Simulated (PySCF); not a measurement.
# [Er(NH3)]3+: forces at shaken geometries

How stiff is [Er(NH3)]3+? Its atoms are displaced at random by several amounts. It is a constructed species; whether it can be made isn't addressed.

Program: PySCF 2.14.0. Level of theory: r2SCAN, Er lcecp-1-SVP with ECP57, N def2-SVP, H def2-SVP; scalar-relativistic core potentials, no spin–orbit coupling. These are calculated values, not measurements.

4 further runs of the same task are left out: 2 for a known fault of the program, 1 that didn't finish, 1 set aside as unsound or not needed.

## 1. The system as given

5 atoms, charge 3, spin multiplicity 1.

Bond lengths: Er1–N2 2.292 Å, N2–H3 1.050 Å, N2–H4 1.050 Å, N2–H5 1.050 Å. Angles: Er1–N2–H3 116.3°, Er1–N2–H4 116.3°, Er1–N2–H5 116.3°, H3–N2–H4 101.9°, H3–N2–H5 101.9°, H4–N2–H5 101.9°.

Geometry (Å):

```tsv
atom	x (Å)	y (Å)	z (Å)
Er1	0.00000	0.00000	-0.12500
N2	0.00000	0.00000	2.16656
H3	0.94178	0.00004	2.63147
H4	-0.47092	0.81559	2.63147
H5	-0.47086	-0.81562	2.63147
```

Formal oxidation states: Er +3. Each metal's 11 4f electrons lie in its core potential, so multiplicities, spins and levels count the valence alone. An earlier session relaxed this geometry at r2SCAN, Er lcecp-1-SVP with ECP57, N def2-SVP, H def2-SVP (singlet, point group C3v).

Its energy there is -93.407792 Eh.

## 2. Atoms moved at random, σ = 0.06 Å

Contents of run.py (the lines that set the calculation):

```python
mol = gto.M(atom='''
Er    -0.00364     0.01526    -0.03231
N      0.02127     0.00803     2.12992
H      0.89165    -0.09867     2.50449
H     -0.46431     0.84942     2.64270
H     -0.44498    -0.77404     2.69117''',
    basis={'Er': 'lcecp-1-SVP', 'N': 'def2-SVP', 'H': 'def2-SVP'},
    ecp={'Er': 'lcecp-1-SVP'},
    charge=3, spin=0)
mf = dft.RKS(mol, xc='R2SCAN')
mf.grids.atom_grid = (50, 194)  # f atoms: unpruned, at least (60, 302)
mf = mf.density_fit()  # fitting sets: Er AutoAux, N def2-universal-JKFIT, H def2-universal-JKFIT
mf.conv_tol = 1e-08; mf.max_cycle = 55
mf.kernel(dm0)  # dm0: the density of the relaxed state
```

Launch:

```console
OMP_NUM_THREADS=2 python run.py
```

## 3. Atoms moved at random, σ = 0.15 Å

Contents of run.py (the lines that set the calculation):

```python
mol = gto.M(atom='''
Er     0.13073     0.05338    -0.28418
N     -0.10677    -0.30417     2.35758
H      1.14103     0.12468     2.56435
H     -0.64667     0.91867     2.55162
H     -0.51832    -0.79256     2.74660''',
    basis={'Er': 'lcecp-1-SVP', 'N': 'def2-SVP', 'H': 'def2-SVP'},
    ecp={'Er': 'lcecp-1-SVP'},
    charge=3, spin=0)
mf = dft.RKS(mol, xc='R2SCAN')
mf.grids.atom_grid = (50, 194)  # f atoms: unpruned, at least (60, 302)
mf = mf.density_fit()  # fitting sets: Er AutoAux, N def2-universal-JKFIT, H def2-universal-JKFIT
mf.conv_tol = 1e-08; mf.max_cycle = 55
mf.kernel(dm0)  # dm0: the density of the relaxed state
```

## 4. Atoms moved at random, σ = 0.1 Å

Contents of run.py (the lines that set the calculation):

```python
mol = gto.M(atom='''
Er     0.18226    -0.06857    -0.05781
N      0.00593    -0.04880     2.10685
H      0.74947     0.06160     2.67593
H     -0.36096     0.81594     2.54816
H     -0.57669    -0.76017     2.66284''',
    basis={'Er': 'lcecp-1-SVP', 'N': 'def2-SVP', 'H': 'def2-SVP'},
    ecp={'Er': 'lcecp-1-SVP'},
    charge=3, spin=0)
mf = dft.RKS(mol, xc='R2SCAN')
mf.grids.atom_grid = (50, 194)  # f atoms: unpruned, at least (60, 302)
mf = mf.density_fit()  # fitting sets: Er AutoAux, N def2-universal-JKFIT, H def2-universal-JKFIT
mf.conv_tol = 1e-08; mf.max_cycle = 55
mf.kernel(dm0)  # dm0: the density of the relaxed state
```

What does the calculation give? Wanted: for each run, σ; energy rise; harmonic estimate −½ F·u; largest force component.

As calculated:

| σ (Å) | energy rise (eV) | harmonic estimate −½ F·u (eV) | largest force component (eV/Å) |
| --- | --- | --- | --- |
| 0.06 | 0.410 | 0.424 | 5.36 |
| 0.15 | 6.697 | 7.605 | 29.81 |
| 0.1 | 0.598 | 0.574 | 5.43 |

Every displacement raises the energy. For a harmonic well the rise equals −½ F·u; the two differ by at most 14 % here (a move with σ = 0.15 Å), from anharmonicity, the grid and the small forces left at the relaxed point. These are double-zeta-type bases without diffuse functions. Spin–orbit coupling is left out.
